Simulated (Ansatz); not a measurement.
# Al12HCl: the cost of one run

Program: Ansatz 0.2.0. Level of theory: DFT PBEsol, plane waves, PAW, scalar-relativistic, no spin polarisation. These are calculated values, not measurements.

## (1) The system as given

The cell holds 14 atoms (Al12ClH): a = 5.728 Å, b = 5.728 Å, c = 17.677 Å, α = 90.00°, β = 90.00°, γ = 60.00°.

Coordinates:

```
Al Cl H
1.0
     5.72757    0.00000    0.00000
     2.86378    4.96022    0.00000
     0.00000    0.00000   17.67654
Al Cl H
12 1 1
Cartesian
  1.4319 0.8267 1.0000
  4.2957 0.8267 1.0000
  2.8638 3.3068 1.0000
  5.7276 3.3068 1.0000
  0.0000 1.6534 3.3383
  2.8638 1.6534 3.3383
  1.4319 4.1335 3.3383
  4.2957 4.1335 3.3383
  0.0000 0.0000 5.6765
  2.8638 0.0000 5.6765
  1.4319 2.4801 5.6765
  4.2957 2.4801 5.6765
  2.1743 1.1987 8.5765
  2.5136 0.0477 9.0265
```

## (2) Relaxing end A

input.yaml reads:

```yaml
crystal:
  lattice:
    - [5.727565, 0.0, 0.0]
    - [2.863782, 4.960217, 0.0]
    - [0.0, 0.0, 17.676537]
  atoms:
    - { symbol: Al, position: [0.1666667, 0.1666667, 0.0565722] }
    - { symbol: Al, position: [0.6666667, 0.1666667, 0.0565722] }
    - { symbol: Al, position: [0.1666667, 0.6666667, 0.0565722] }
    - { symbol: Al, position: [0.6666667, 0.6666667, 0.0565722] }
    - { symbol: Al, position: [-0.1666667, 0.3333333, 0.1888531] }
    - { symbol: Al, position: [0.3333333, 0.3333333, 0.1888531] }
    - { symbol: Al, position: [-0.1666667, 0.8333333, 0.1888531] }
    - { symbol: Al, position: [0.3333333, 0.8333333, 0.1888531] }
    - { symbol: Al, position: [0.0, 0.0, 0.321134] }
    - { symbol: Al, position: [0.5, 0.0, 0.321134] }
    - { symbol: Al, position: [0.0, 0.5, 0.321134] }
    - { symbol: Al, position: [0.5, 0.5, 0.321134] }
    - { symbol: Cl, position: [0.2587843, 0.2416635, 0.4851933] }
    - { symbol: H, position: [0.4340597, 0.0096144, 0.5106508] }
basis:
  ecutwfc: 420.0
kpoints:
  mp_grid: { grid: [3, 3, 1] }
hamiltonian:
  xc: pbesol
scf:
  occupations: { method: gaussian, width: 0.15 }
  lower_state_search: "off"
relax:
  f_tol: 0.03
  max_steps: 60
  adjacent_minimum: "off"
  constraints: [{ sites: [0, 1, 2, 3] }]
```

Launch:

```
$ ansatz run input.yaml --threads 1 --pin off --max-ram 3072MiB --backend cpu --events-out ev --progress --plain --runs-dir out
```

What time and memory should one allow on 1 thread of Arm Neoverse V1, shared host?

About 2.6 min, with a peak of 0.53 GiB.
